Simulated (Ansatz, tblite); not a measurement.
# Sn21H32 off disc (Sn₂₁H₃₁Br): removing and adding an electron

Aim: the energy of removing and adding an electron for Sn21H32 off disc (Sn₂₁H₃₁Br), by energy differences, and how well orbital energies stand in for it.

Program: Ansatz 0.2.0, Gaussian basis. Level of theory: as each input shows. These are calculated values, not measurements.

Levels to be run: charge +1 doublet, at the geometry of the singlet (PBE0-D4/def2-TZVP, PBE-D4/def2-TZVP, BHLYP-D4/def2-TZVP); charge -1 doublet, at the geometry of the singlet (PBE0-D4/def2-TZVP, PBE-D4/def2-TZVP, BHLYP-D4/def2-TZVP); the starting singlet's energies come from earlier runs.

2 further runs of the same task are left out: 1 for a known fault of the program, 1 set aside as unsound or not needed.

## (1) The relaxed structure

The geometry is that of the singlet, from an earlier relaxation (r2SCAN-D4/def2-SVP).

53 atoms, charge 0, spin multiplicity 1.

Atoms are counted from 1 here; the program's logs count them from 0.

Bond lengths: Sn1–Sn12 2.794 Å, Sn1–Sn13 2.798 Å, Sn1–H23 1.722 Å, Sn1–H24 1.720 Å, Sn2–Sn11 2.804 Å, Sn2–Sn15 2.794 Å, Sn2–H25 1.718 Å, Sn2–H26 1.717 Å, Sn3–Sn14 2.801 Å, Sn3–Sn15 2.804 Å, Sn3–Sn16 2.805 Å, Sn3–H27 1.728 Å, Sn4–Sn11 2.813 Å, Sn4–Sn12 2.808 Å, Sn4–Sn14 2.808 Å, Sn4–Sn19 2.815 Å, Sn5–Sn13 2.800 Å, Sn5–Sn19 2.808 Å and more. Angles: Sn12–Sn1–Sn13 111.7°, Sn12–Sn1–H23 110.4°, Sn12–Sn1–H24 108.7°, Sn13–Sn1–H23 110.1°, Sn13–Sn1–H24 108.5°, H23–Sn1–H24 107.3°, Sn11–Sn2–Sn15 109.3°, Sn11–Sn2–H25 106.7°, Sn11–Sn2–H26 111.3°, Sn15–Sn2–H25 110.3°, Sn15–Sn2–H26 111.3°, H25–Sn2–H26 107.8°, Sn14–Sn3–Sn15 109.9°, Sn14–Sn3–Sn16 110.2°, Sn14–Sn3–H27 109.6°, Sn15–Sn3–Sn16 110.8°, Sn15–Sn3–H27 108.1°, Sn16–Sn3–H27 108.1° and more.

Sn takes a core potential in the def2 sets. No spin-orbit coupling is included.

## (2) Charge +1 doublet at the fixed geometry, PBE0-D4/def2-TZVP

The input, in.yaml:

```yaml
crystal:
  periodic: [false, false, false]
  atoms:
    - {symbol: Sn, position_ang: [-5.364418, 2.066741, -0.827229]}
    - {symbol: Sn, position_ang: [-2.272038, -4.771456, 2.361937]}
    - {symbol: Sn, position_ang: [1.110017, -4.476619, -0.849958]}
    - {symbol: Sn, position_ang: [-1.997282, -1.102902, -0.883294]}
    - {symbol: Sn, position_ang: [-2.045788, 2.132971, 2.280689]}
    - {symbol: Sn, position_ang: [1.170042, -1.164321, 2.294829]}
    - {symbol: Sn, position_ang: [1.300786, 2.173122, -0.914738]}
    - {symbol: Sn, position_ang: [-2.065189, 5.350250, -0.934944]}
    - {symbol: Sn, position_ang: [4.445004, -1.188634, -0.850043]}
    - {symbol: Sn, position_ang: [4.776553, 2.321367, 2.253365]}
    - {symbol: Sn, position_ang: [-3.490362, -2.774644, 0.816440]}
    - {symbol: Sn, position_ang: [-3.905428, 0.283466, -2.407953]}
    - {symbol: Sn, position_ang: [-3.686179, 3.730907, 0.669945]}
    - {symbol: Sn, position_ang: [-0.571160, -2.928766, -2.470409]}
    - {symbol: Sn, position_ang: [-0.424295, -6.156509, 0.788248]}
    - {symbol: Sn, position_ang: [2.763586, -2.817386, 0.693708]}
    - {symbol: Sn, position_ang: [-0.274347, 3.875890, -2.496130]}
    - {symbol: Sn, position_ang: [3.006824, 0.583823, -2.475919]}
    - {symbol: Sn, position_ang: [-0.353133, 0.558826, 0.685806]}
    - {symbol: Sn, position_ang: [2.881716, 3.757408, 0.779184]}
    - {symbol: Sn, position_ang: [6.121030, 0.366859, 0.772728]}
    - {symbol: Br, position_ang: [-4.649207, -4.239279, -0.928861]}
    - {symbol: H, position_ang: [-6.418285, 3.013615, -1.805213]}
    - {symbol: H, position_ang: [-6.347436, 1.165114, 0.259176]}
    - {symbol: H, position_ang: [-3.524780, -5.827181, 2.879952]}
    - {symbol: H, position_ang: [-1.528590, -4.111640, 3.761642]}
    - {symbol: H, position_ang: [2.119071, -5.468425, -1.842478]}
    - {symbol: H, position_ang: [-3.002456, 1.075089, 3.250728]}
    - {symbol: H, position_ang: [-1.104799, 3.092116, 3.357919]}
    - {symbol: H, position_ang: [0.081451, -2.115219, 3.235840]}
    - {symbol: H, position_ang: [2.130825, -0.262222, 3.402643]}
    - {symbol: H, position_ang: [-3.036743, 6.357300, -1.938266]}
    - {symbol: H, position_ang: [-1.145250, 6.386075, 0.087023]}
    - {symbol: H, position_ang: [5.435259, -2.195443, -1.846380]}
    - {symbol: H, position_ang: [3.998767, 1.584397, 3.595660]}
    - {symbol: H, position_ang: [5.936348, 3.424812, 2.886485]}
    - {symbol: H, position_ang: [-4.804278, -1.985505, 1.613232]}
    - {symbol: H, position_ang: [-4.946587, -0.856385, -3.162961]}
    - {symbol: H, position_ang: [-3.093808, 1.151228, -3.652567]}
    - {symbol: H, position_ang: [-4.654536, 4.750040, 1.674352]}
    - {symbol: H, position_ang: [-1.679300, -3.937464, -3.307976]}
    - {symbol: H, position_ang: [0.356586, -2.075294, -3.641847]}
    - {symbol: H, position_ang: [-1.282579, -7.271062, -0.199775]}
    - {symbol: H, position_ang: [0.619064, -7.065742, 1.813953]}
    - {symbol: H, position_ang: [3.756148, -3.804889, 1.708124]}
    - {symbol: H, position_ang: [-1.129872, 2.949522, -3.666218]}
    - {symbol: H, position_ang: [0.765038, 4.946967, -3.356006]}
    - {symbol: H, position_ang: [2.111754, -0.238293, -3.692319]}
    - {symbol: H, position_ang: [4.124561, 1.621965, -3.278911]}
    - {symbol: H, position_ang: [1.853404, 4.627395, 1.854744]}
    - {symbol: H, position_ang: [3.702627, 4.925299, -0.186113]}
    - {symbol: H, position_ang: [7.012705, -0.644477, 1.844554]}
    - {symbol: H, position_ang: [7.265860, 1.158693, -0.242797]}
basis:
  gaussian: {orbitals: def2-TZVP, fitting: {mean_field: def2-universal-jkfit}}
total_charge: 1
magnetization: {spin_polarized: true, initial_magnetization: 1}
hamiltonian: {xc: pbe0, dispersion: d4}
scf: {omitted_lower_state_checks: [starts]}
output: {orbitals: {seedname: orbitals}}
```

The run is started by

```sh
$ ansatz run in.yaml --threads 10 --pin off --events-out ev --progress --plain --max-ram 110592MiB --backend cuda --devices 0, --max-vram 75GiB
```

The program printed:

```text
Functional definition: PBE0
  name "PBE0"
  cite "Adamo & Barone, J. Chem. Phys. 110, 6158 (1999) doi:10.1063/1.478522"
  cite "Perdew, Burke & Ernzerhof, Phys. Rev. Lett. 77, 3865 (1996) doi:10.1103/PhysRevLett.77.3865"
  parent pbe
  parameter a = 0.25
  parameter kappa = 0.804
  parameter beta = 0.06672455060314922
  exchange = (1 - a)*pbe_x(kappa = kappa, mu = beta*pi^2/3) + a*exact_x
  correlation = pbe_c(beta = beta)
these checks for a lower state are left out or cut short: starts
5402 factors; integrals over basis functions are off by at most 6.1e-1 eV
mean field evaluation 1: about -193011.4927 eV, gradient 2.3e1 eV
mean field evaluation 2: about -193009.9371 eV, gradient 2.5e1 eV
mean field evaluation 4: about -193013.9838 eV, gradient 5.9e0 eV
mean field evaluation 8: about -193014.2066 eV, gradient 6.5e-1 eV
mean field evaluation 16: about -193014.2042 eV, gradient 5.1e-2 eV
mean field evaluation 32: about -193014.2043 eV, gradient 6.3e-4 eV
mean field -193014.20430682 eV, -7093.1411785491 hartree, gradient 8.3e-6 eV, S^2 0.754112; 0 other end points of the search recorded, 0 dependent functions left out
reference -193014.20444164 eV, -7093.1411835037 hartree; 264, 263 occupied and 1020, 1021 virtual orbitals, 5402 factors
Total energy: -193017.61392894 eV, -7093.2664798506 hartree
Checks for a lower state left out: starts
```

Wall time 45 s (1 × H100 with 10 threads of AMD EPYC 7R13, shared host); peak host memory 2.5 GiB.

Report: HOMO -9.05 eV, LUMO -8.33 eV (over both spins); ⟨S²⟩ 0.754 (pure: 0.75).

## (3) Charge +1 doublet at the fixed geometry, PBE-D4/def2-TZVP

start.molden holds the orbitals of an earlier run on this state, given as this run's starting guess.

in.yaml, as its differences from that of step 2:

```diff
@@ -57,6 +57,6 @@
 basis:
-  gaussian: {orbitals: def2-TZVP, fitting: {mean_field: def2-universal-jkfit}}
+  gaussian: {orbitals: def2-TZVP, fitting: {mean_field: def2-universal-jkfit}, initial_orbitals: start.molden}
 total_charge: 1
 magnetization: {spin_polarized: true, initial_magnetization: 1}
-hamiltonian: {xc: pbe0, dispersion: d4}
+hamiltonian: {xc: pbe, dispersion: d4}
 scf: {omitted_lower_state_checks: [starts]}
```

The command is unchanged.

The program printed:

```text
Functional definition: PBE
  name "PBE"
  cite "Perdew, Burke & Ernzerhof, Phys. Rev. Lett. 77, 3865 (1996) doi:10.1103/PhysRevLett.77.3865"
  parent pbe
  parameter kappa = 0.804
  parameter beta = 0.06672455060314922
  exchange = pbe_x(kappa = kappa, mu = beta*pi^2/3)
  correlation = pbe_c(beta = beta)
these checks for a lower state are left out or cut short: starts
5402 factors; integrals over basis functions are off by at most 6.1e-1 eV
mean field evaluation 1: about -193004.3523 eV, gradient 1.4e1 eV
mean field evaluation 2: about -193005.2268 eV, gradient 9.3e-1 eV
mean field evaluation 4: about -193005.2311 eV, gradient 1.6e-1 eV
mean field evaluation 8: about -193005.2319 eV, gradient 1.9e-3 eV
mean field evaluation 16: about -193005.2319 eV, gradient 1.9e-5 eV
mean field -193005.23186041 eV, -7092.8114472251 hartree, gradient 2.8e-6 eV, S^2 0.750838; 0 other end points of the search recorded, 0 dependent functions left out
reference -193005.23204203 eV, -7092.8114538996 hartree; 264, 263 occupied and 1020, 1021 virtual orbitals, 5402 factors
Total energy: -193008.88959599 eV, -7092.9458665284 hartree
Checks for a lower state left out: starts
```

Wall time 19 s (1 × H100 with 10 threads of AMD EPYC 7R13, shared host); peak host memory 2.3 GiB.

Report: HOMO -8.32 eV, LUMO -8.30 eV (over both spins); ⟨S²⟩ 0.751 (pure: 0.75).

## (4) Charge +1 doublet at the fixed geometry, BHLYP-D4/def2-TZVP

in.yaml, as its differences from that of step 3:

```diff
@@ -60,3 +60,3 @@
 magnetization: {spin_polarized: true, initial_magnetization: 1}
-hamiltonian: {xc: pbe, dispersion: d4}
+hamiltonian: {xc: {name: BHLYP}, dispersion: d4}
 scf: {omitted_lower_state_checks: [starts]}
```

The command is unchanged.

The program printed:

```text
Functional definition: BHLYP
  name "BHLYP"
  cite "Becke, J. Chem. Phys. 98, 1372 (1993) doi:10.1063/1.464304"
  cite "Becke, Phys. Rev. A 38, 3098 (1988) doi:10.1103/PhysRevA.38.3098"
  cite "Lee, Yang & Parr, Phys. Rev. B 37, 785 (1988) doi:10.1103/PhysRevB.37.785"
  parameter a = 0.5
  exchange = (1 - a)*b88_x + a*exact_x
  correlation = lyp_c
these checks for a lower state are left out or cut short: starts
5402 factors; integrals over basis functions are off by at most 6.1e-1 eV
mean field evaluation 1: about -192975.7097 eV, gradient 1.3e1 eV
mean field evaluation 2: about -192976.3422 eV, gradient 7.6e-1 eV
mean field evaluation 4: about -192976.3656 eV, gradient 3.1e-1 eV
mean field evaluation 8: about -192976.3709 eV, gradient 2.5e-4 eV
mean field -192976.37089751 eV, -7091.7508264012 hartree, gradient 5.9e-6 eV, S^2 0.763310; 0 other end points of the search recorded, 0 dependent functions left out
reference -192976.37151660 eV, -7091.7508491525 hartree; 264, 263 occupied and 1020, 1021 virtual orbitals, 5402 factors
Total energy: -192982.87775748 eV, -7091.9899490948 hartree
Checks for a lower state left out: starts
```

Wall time 49 s (1 × H100 with 10 threads of AMD EPYC 7R13, shared host); peak host memory 2.4 GiB.

HOMO -9.76 eV, LUMO -8.05 eV (over both spins); ⟨S²⟩ 0.763 (pure: 0.75).

## (5) Vertical ionisation energy

Charged state less starting state, singlet to doublet; the starting state's energies are those of its earlier runs.

| level | vertical ionisation energy (eV) | time |
| --- | --- | --- |
| PBE-D4/def2-TZVP | +7.15 | 29 s |
| PBE0-D4/def2-TZVP | +7.55 | 62 s |
| BHLYP-D4/def2-TZVP | +7.80 | 61 s |

Times add the two runs; a level without a time comes out of a correlated run.

Beside −ε(HOMO) of the starting state:

| level | −ε(HOMO) (eV) | by difference (eV) | mismatch (eV) |
| --- | --- | --- | --- |
| PBE-D4/def2-TZVP | 5.88 | 7.15 | -1.27 |
| PBE0-D4/def2-TZVP | 6.67 | 7.55 | -0.88 |
| BHLYP-D4/def2-TZVP | 7.36 | 7.80 | -0.44 |

## (6) Charge -1 doublet at the fixed geometry, PBE0-D4/def2-TZVP

in.yaml, as its differences from that of step 4:

```diff
@@ -57,6 +57,6 @@
 basis:
-  gaussian: {orbitals: def2-TZVP, fitting: {mean_field: def2-universal-jkfit}, initial_orbitals: start.molden}
-total_charge: 1
+  gaussian: {orbitals: def2-TZVP, fitting: {mean_field: def2-universal-jkfit}}
+total_charge: -1
 magnetization: {spin_polarized: true, initial_magnetization: 1}
-hamiltonian: {xc: {name: BHLYP}, dispersion: d4}
+hamiltonian: {xc: pbe0, dispersion: d4}
 scf: {omitted_lower_state_checks: [starts]}
```

Launched as before.

The program printed (excerpt; [...] marks lines left out):

```text
Functional definition: PBE0
  name "PBE0"
  cite "Adamo & Barone, J. Chem. Phys. 110, 6158 (1999) doi:10.1063/1.478522"
  cite "Perdew, Burke & Ernzerhof, Phys. Rev. Lett. 77, 3865 (1996) doi:10.1103/PhysRevLett.77.3865"
  parent pbe
[...]
5402 factors; integrals over basis functions are off by at most 6.1e-1 eV
[...]
mean field -193023.17735076 eV, -7093.4709318317 hartree, gradient 8.0e-6 eV, S^2 0.752953; 0 other end points of the search recorded, 0 dependent functions left out
reference -193023.17748681 eV, -7093.4709368315 hartree; 265, 264 occupied and 1019, 1020 virtual orbitals, 5402 factors
Total energy: -193026.69339422 eV, -7093.6001440457 hartree
Checks for a lower state left out: starts
```

It took 35 s on 1 × H100 with 10 threads of AMD EPYC 7R13, shared host; peak host memory 2.5 GiB.

HOMO -0.69 eV, LUMO 0.14 eV (over both spins); ⟨S²⟩ 0.753 (pure: 0.75).

## (7) Charge -1 doublet at the fixed geometry, PBE-D4/def2-TZVP

in.yaml, as its differences from that of step 6:

```diff
@@ -57,6 +57,6 @@
 basis:
-  gaussian: {orbitals: def2-TZVP, fitting: {mean_field: def2-universal-jkfit}}
+  gaussian: {orbitals: def2-TZVP, fitting: {mean_field: def2-universal-jkfit}, initial_orbitals: start.molden}
 total_charge: -1
 magnetization: {spin_polarized: true, initial_magnetization: 1}
-hamiltonian: {xc: pbe0, dispersion: d4}
+hamiltonian: {xc: pbe, dispersion: d4}
 scf: {omitted_lower_state_checks: [starts]}
```

The command is unchanged.

The program printed:

```text
Functional definition: PBE
  name "PBE"
  cite "Perdew, Burke & Ernzerhof, Phys. Rev. Lett. 77, 3865 (1996) doi:10.1103/PhysRevLett.77.3865"
  parent pbe
  parameter kappa = 0.804
  parameter beta = 0.06672455060314922
  exchange = pbe_x(kappa = kappa, mu = beta*pi^2/3)
  correlation = pbe_c(beta = beta)
these checks for a lower state are left out or cut short: starts
5402 factors; integrals over basis functions are off by at most 6.1e-1 eV
mean field evaluation 1: about -193013.2248 eV, gradient 1.4e1 eV
mean field evaluation 2: about -193014.0904 eV, gradient 9.0e-1 eV
mean field evaluation 4: about -193014.1050 eV, gradient 3.5e-1 eV
mean field evaluation 8: about -193014.1133 eV, gradient 9.1e-4 eV
mean field -193014.11327951 eV, -7093.1378333569 hartree, gradient 1.2e-5 eV, S^2 0.750371; 0 other end points of the search recorded, 0 dependent functions left out
reference -193014.11345818 eV, -7093.1378399231 hartree; 265, 264 occupied and 1019, 1020 virtual orbitals, 5402 factors
Total energy: -193017.88686113 eV, -7093.2765099237 hartree
Checks for a lower state left out: starts
```

Wall time 14 s (1 × H100 with 10 threads of AMD EPYC 7R13, shared host); peak host memory 1.9 GiB.

Report: HOMO -0.62 eV, LUMO -0.56 eV (over both spins); ⟨S²⟩ 0.750 (pure: 0.75).

## (8) Charge -1 doublet at the fixed geometry, BHLYP-D4/def2-TZVP

in.yaml, as its differences from that of step 7:

```diff
@@ -60,3 +60,3 @@
 magnetization: {spin_polarized: true, initial_magnetization: 1}
-hamiltonian: {xc: pbe, dispersion: d4}
+hamiltonian: {xc: {name: BHLYP}, dispersion: d4}
 scf: {omitted_lower_state_checks: [starts]}
```

Same command.

The program printed:

```text
Functional definition: BHLYP
  name "BHLYP"
  cite "Becke, J. Chem. Phys. 98, 1372 (1993) doi:10.1063/1.464304"
  cite "Becke, Phys. Rev. A 38, 3098 (1988) doi:10.1103/PhysRevA.38.3098"
  cite "Lee, Yang & Parr, Phys. Rev. B 37, 785 (1988) doi:10.1103/PhysRevB.37.785"
  parameter a = 0.5
  exchange = (1 - a)*b88_x + a*exact_x
  correlation = lyp_c
these checks for a lower state are left out or cut short: starts
5402 factors; integrals over basis functions are off by at most 6.1e-1 eV
mean field evaluation 1: about -192984.6109 eV, gradient 1.3e1 eV
mean field evaluation 2: about -192985.2408 eV, gradient 7.4e-1 eV
mean field evaluation 4: about -192985.2446 eV, gradient 8.5e-2 eV
mean field evaluation 8: about -192985.2449 eV, gradient 2.7e-5 eV
mean field -192985.24485823 eV, -7092.0769384427 hartree, gradient 8.6e-6 eV, S^2 0.757635; 0 other end points of the search recorded, 0 dependent functions left out
reference -192985.24548038 eV, -7092.0769613063 hartree; 265, 264 occupied and 1019, 1020 virtual orbitals, 5402 factors
Total energy: -192991.91115984 eV, -7092.3219205083 hartree
Checks for a lower state left out: starts
```

Wall time 35 s (1 × H100 with 10 threads of AMD EPYC 7R13, shared host); peak host memory 2.4 GiB.

From the report: HOMO -0.85 eV, LUMO 0.90 eV (over both spins); ⟨S²⟩ 0.758 (pure: 0.75).

## (9) Vertical electron affinity

Starting state less charged state (positive: the electron is bound), singlet to doublet; the starting state's energies are those of its earlier runs.

| level | vertical electron affinity (eV) | time |
| --- | --- | --- |
| PBE-D4/def2-TZVP | +1.85 | 24 s |
| PBE0-D4/def2-TZVP | +1.53 | 52 s |
| BHLYP-D4/def2-TZVP | +1.23 | 47 s |

Times add the two runs; a level without a time comes out of a correlated run.

Beside −ε(LUMO) of the starting state:

| level | −ε(LUMO) (eV) | by difference (eV) | mismatch (eV) |
| --- | --- | --- | --- |
| PBE-D4/def2-TZVP | 2.97 | 1.85 | +1.12 |
| PBE0-D4/def2-TZVP | 2.25 | 1.53 | +0.73 |
| BHLYP-D4/def2-TZVP | 1.48 | 1.23 | +0.24 |

## (10) What came out

| quantity | value |
| --- | --- |
| vertical ionisation energy, functionals in def2-TZVP | 7.15 (PBE-D4) to 7.80 eV (BHLYP-D4) |
| vertical electron affinity, functionals in def2-TZVP | 1.23 (BHLYP-D4) to 1.85 eV (PBE-D4) |

**Reading.** The vertical ionisation energy spans 7.15 to 7.80 eV over the functionals. −ε(HOMO) misses the level's own difference by -0.44 eV at best (BHLYP-D4) and -1.27 eV at worst (PBE-D4). The vertical electron affinity spans 1.23 to 1.85 eV over the functionals. −ε(LUMO) misses the level's own difference by +0.24 eV at best (BHLYP-D4) and +1.12 eV at worst (PBE-D4).
